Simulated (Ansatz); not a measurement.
A nudged elastic band was laid between two geometries of a periodic cell of 13 atoms, Zn₁₂O (host Zn, host structure hcp, interstitial O).

Computed with Ansatz, DFT PBEsol, scalar-relativistic, plane waves, PAW. Settings: cutoff 420 eV, k mesh 5x3x4, gaussian smearing 0.15 eV, no spin polarisation.

| Item | Value |
| --- | --- |
| movable images | 2 |
| climbing image | no |
| spring | 5.0 eV/Å² |
| optimiser | quadratic models (default) |
| start path | default |
| force threshold | 0.05 eV/Å |
| iteration limit | 50 |
| end points | relaxed |

Image 0:

```xyz
13
Lattice="5.3200 0.0000 0.0000 -3.9900 6.9109 0.0000 0.0000 0.0000 4.9370" Properties=species:S:1:pos:R:3
Zn -0.046 0.069 -0.084
Zn 0.115 1.491 2.672
Zn -1.465 2.338 -0.242
Zn -1.332 3.540 1.997
Zn -2.810 4.725 0.294
Zn -2.574 6.089 2.673
Zn 2.559 0.079 0.083
Zn 2.681 1.412 2.498
Zn 1.203 2.393 0.310
Zn 1.693 3.694 2.874
Zn -0.145 4.689 -0.060
Zn 0.140 6.353 2.112
O -0.031 4.619 2.914
```

Image 3:

```xyz
13
Lattice="5.3200 0.0000 0.0000 -3.9900 6.9109 0.0000 0.0000 0.0000 4.9370" Properties=species:S:1:pos:R:3
Zn -0.059 0.079 0.097
Zn 0.114 1.492 2.262
Zn -1.486 2.342 0.259
Zn -1.329 3.533 2.957
Zn -2.825 4.729 -0.301
Zn -2.566 6.084 2.258
Zn 2.544 0.084 -0.089
Zn 2.678 1.407 2.461
Zn 1.182 2.397 -0.323
Zn 1.703 3.691 2.039
Zn -0.154 4.696 0.070
Zn 0.151 6.349 2.835
O -0.025 4.614 2.036
```

What changes between the two ends?

The atom that moves furthest is Zn4, by 0.96 Å; four of its nearest neighbours are O13 1.92, Zn10 2.46, Zn3 2.54, Zn8 2.55 Å at the first end and O13 1.93, Zn10 2.47, Zn3 2.54, Zn5 2.55 Å at the last.

Give the energies along the band, and the barrier.

The run converged. The highest image is number 2 of 0 to 3, 0.134 eV above the ends, which have the same energy within 2 meV. No image climbed, so the highest image needn't sit at the top of the path. A band with more images between the same ends climbed to 0.25 eV, so this one has probably stepped over the top. Limits of this set-up: coarse k mesh, a small cell, in which the defect meets its images, a typed lattice constant that wasn't relaxed here.

| image | path coordinate (Å) | energy (eV) |
| --- | --- | --- |
| 0 | 0.00 | 0.000 |
| 1 | 0.92 | 0.125 |
| 2 | 1.83 | 0.134 |
| 3 | 2.75 | 0.000 |

What is the geometry of the highest image?


```xyz
13
Lattice="5.3200 0.0000 0.0000 -3.9900 6.9109 0.0000 0.0000 0.0000 4.9370" Properties=species:S:1:pos:R:3
Zn 0.003 0.003 -0.018
Zn 0.050 1.544 2.392
Zn -1.333 2.294 0.024
Zn -1.471 3.610 2.681
Zn -2.683 4.639 -0.061
Zn -2.665 6.132 2.415
Zn 2.638 0.006 -0.022
Zn 2.591 1.478 2.390
Zn 1.315 2.318 -0.025
Zn 1.538 3.706 2.498
Zn -0.025 4.623 0.055
Zn 0.020 6.479 2.606
O -0.029 4.664 2.119
```

The run took 2.6 min on 4 threads of INTEL(R) XEON(R) PLATINUM 8581C CPU @ 2.10GHz (Emerald Rapids), with other jobs on the host, peak memory 1.6 GiB.
